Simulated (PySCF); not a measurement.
# Cl3Sb: the cost of one run

The runs use PySCF 2.14.0; levels as typed in each script, gas phase, geometry from GFN2-xTB.

## 1. Starting geometry

SMILES `Cl[Sb](Cl)Cl`, 4 atoms, charge 0, spin multiplicity 1.

Bond lengths: Cl1–Sb2 2.355 Å, Sb2–Cl3 2.355 Å, Sb2–Cl4 2.357 Å. Angles: Cl1–Sb2–Cl3 95.0°, Cl1–Sb2–Cl4 94.9°, Cl3–Sb2–Cl4 94.8°.

Coordinates:

```xyz
4
Cl3Sb
Cl    1.91484    0.58874    0.62162
Sb    0.00133    0.00212   -0.61927
Cl   -1.47200    1.35908    0.61985
Cl   -0.44685   -1.95418    0.61635
```

## 2. Removing and adding an electron (PBE/def2-svpd)

input.py

```python
import numpy as np
from pyscf import gto, scf, dft
from pyscf.scf import atom_ks, atom_hf
from scipy.linalg import block_diag

def solve(mol, dm0=None, hcore=None):
    mf = (dft.UKS if mol.spin else dft.RKS)(mol, xc='pbe')
    mf.grids.level = 3
    mf = mf.density_fit(auxbasis='def2-universal-jkfit')
    mf.conv_tol, mf.max_cycle = 1e-8, 80
    if hcore is not None:
        mf.get_hcore = lambda *args: hcore
    mf.kernel(dm0)
    if not mf.converged:
        mf = mf.newton().run(mf.mo_coeff, mf.mo_occ, max_cycle=30)
    assert mf.converged, 'SCF not converged'
    return mf

mol = gto.M(atom='''
Cl     1.91484     0.58874     0.62162
Sb     0.00133     0.00212    -0.61927
Cl    -1.47200     1.35908     0.61985
Cl    -0.44685    -1.95418     0.61635
''', basis='def2-svpd', ecp={'Sb': 'def2-svpd'}, charge=0, spin=0, verbose=4)
mf = solve(mol)
out = dict(e0=mf.e_tot, dm0=mf.make_rdm1(), c=mf.mo_coeff, occ=mf.mo_occ, eps=mf.mo_energy)
for name, dq, spin in [('cation', 1, 1), ('anion', -1, 1)]:
    ion = mol.copy().set(charge=mol.charge + dq, spin=spin).build()
    mi = solve(ion)
    if spin and dq > 0 and mol.nao < 130:
        c, _, stable, _ = mi.stability(return_status=True)
        if not stable:
            mi = solve(ion, mi.make_rdm1(c, mi.mo_occ))
    print(name, 'vertical energy change / eV', (mi.e_tot - mf.e_tot) * 27.211386)
    out.update({'e_' + name: mi.e_tot, 'dm_' + name: mi.make_rdm1(), 's2_' + name: mi.spin_square()[0], 'eps_' + name: mi.mo_energy, 'occ_' + name: mi.mo_occ})
# spherically averaged free atoms, for the promolecule
atom_ks.AtomSphAverageRKS.init_guess_by_vsap = lambda self, mol=None: self.init_guess_by_minao(mol)  # core potentials
atm = atom_ks.get_atm_nrks(mol, xc='pbe')
pro = block_diag(*[(atm[a[0]][2] * atm[a[0]][3]) @ atm[a[0]][2].T for a in mol._atom])
np.savez('result.npz', pro=pro, **out)
```

Started as:

```sh
OMP_NUM_THREADS=1 python input.py
```

What time and memory should one allow on 1 thread of Arm Neoverse N1, shared host?

About 3.2 min, with a peak of 0.5 GiB.
